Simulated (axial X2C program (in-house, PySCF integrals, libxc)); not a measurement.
# Linear InOH⁻ at several levels

An exercise on one series of results from a longer session: the logs are not shown, and one member is left open.

The runs use an in-house X2C program for linear molecules on PySCF integrals; all-electron X2C, two-component (2c) or spin-free, In dyall-v3z, O dyall-av3z, H dyall-v3z.

All values are calculated.

2 further runs of the same task are left out: 2 set aside as unsound or not needed.

Set-up of the first run:

The input, task.json:

```json
{
 "zs": [
  49,
  8,
  1
 ],
 "q": -1,
 "bas": [
  "dyall-v3z",
  "dyall-av3z",
  "dyall-v3z"
 ],
 "r0": [
  2.05,
  0.96
 ],
 "symm": 0,
 "scan": [
  "PBE0",
  "HF",
  "B3LYP"
 ],
 "levels": [
  "PBE0",
  "HF",
  "BHandHLYP"
 ],
 "nst": 2
}
```

Keys: zs atomic numbers; q charge; bas basis sets; r0 starting distance in Å; symm equal bonds; scan levels of the two-bond scan (MP2 follows by itself at each HF point); levels methods; nst determinants followed.

On the command line:

```console
> python solin.py task.json out
```

Masses In 114.904, O 15.995, H 1.008 u.

Steps of the session up to this table: Scan at PBE0, 2c; Scan at HF, 2c; Scan at B3LYP, 2c.

One table of the session follows, with a row left open; its other results are not shown here.

```
           level  r(In–O) (Å)  r(O–H) (Å)  lower stretch (cm⁻¹)  upper stretch (cm⁻¹)
        PBE0, 2c        2.092       0.953                 429.0                3954.6
          HF, 2c        2.083       0.934                 440.9                4215.5
       B3LYP, 2c        2.123       0.957                 406.1                3885.0
         MP2, 2c        2.094       0.957                 420.8                3925.4
 PBE0, spin-free            ?           ?                     ?                     ?
   HF, spin-free        2.078       0.934                 444.8                4216.9
B3LYP, spin-free        2.118       0.956                 410.9                3888.3
  MP2, spin-free        2.090       0.957                 424.9                3927.6
```

**Question.** Estimate the row for PBE0, spin-free.

The run gave: r(In–O) (Å): 2.088; r(O–H) (Å): 0.953; lower stretch (cm⁻¹): 433.0; upper stretch (cm⁻¹): 3956.9. In the column «r(In–O) (Å)» it lies between HF, 2c (2.083) and MP2, spin-free (2.090).

Scans not shown above were run alike.

MP2 freezes inner shells (threshold -2 hartree). For an anion the highest level of a functional can be positive, and the basis then holds the extra electron. The molecule was held linear; bending was not examined, so a bent shape may lie lower. Note: functional without a current term on a determinant with orbital currents, of the molecule or an atom.
